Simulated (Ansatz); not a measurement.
# Re: the cost of one run

Program: Ansatz 0.2.0. Level of theory: DFT LDA, scalar-relativistic. These are calculated values, not measurements.

**1. The starting structure**

It takes space group Fm-3m (No. 225, cubic). Conventional cell: a = 3.950 Å, b = 3.950 Å, c = 3.950 Å, α = 90.00°, β = 90.00°, γ = 90.00°. Re (site symmetry m-3m) has 12 Re at 2.79 Å as nearest neighbours.

Coordinates:

```cif
data_structure
_symmetry_space_group_name_H-M 'Fm-3m'
_symmetry_Int_Tables_number 225
_cell_length_a 3.9500
_cell_length_b 3.9500
_cell_length_c 3.9500
_cell_angle_alpha 90.000
_cell_angle_beta 90.000
_cell_angle_gamma 90.000
_cell_volume 61.63
loop_
_atom_site_label
_atom_site_type_symbol
_atom_site_symmetry_multiplicity
_atom_site_Wyckoff_symbol
_atom_site_fract_x
_atom_site_fract_y
_atom_site_fract_z
_atom_site_occupancy
Re1 Re 4 a 0.00000 0.00000 0.00000 1
```

The file gives the conventional cell by its symmetry; the runs use the cell typed in the input.

**2. The deformed structure**

Space group Fm-3m before, I4/mmm after.

**3. All-electron LAPW**

File input.yaml:

```yaml
crystal:
  lattice:
    - [0.0, 1.9355, 1.975]
    - [1.9355, 0.0, 1.975]
    - [1.9355, 1.9355, 0.0]
  atoms:
    - { symbol: Re, position: [0.0, 0.0, 0.0] }
kpoints:
  mp_grid: { grid: [14, 14, 14] }
  band_path:
    path:
      - [0.0, 0.0, 0.0]
      - [0.0, 0.5, 0.5]
      - [0.25, 0.75, 0.5]
      - [0.0, 0.5, 0.0]
      - [0.0, 0.0, 0.0]
      - [0.5, 0.5, 0.0]
      - [0.37005, 0.62995, 0.0]
      - [-0.37005, 0.37005, 0.0]
      - [0.0, 0.0, 0.0]
    npoints: 5
scf:
  occupations: { method: fermi_dirac, width: 0.03 }
hamiltonian:
  xc: lda
  pseudopotentials: { kind: all_electron, lapw: { basis_error: 0.001 } }
output:
  forces: true
  stress: true
  eigenvalues: true
```

Run with:

```
> ansatz run input.yaml --threads 1 --pin off --max-ram 3072MiB --backend cpu --events-out ev --progress --plain --runs-dir out
```

What time and memory should one allow on 1 thread of Arm Neoverse V1, shared host?

About 39 s, with a peak of 0.45 GiB.
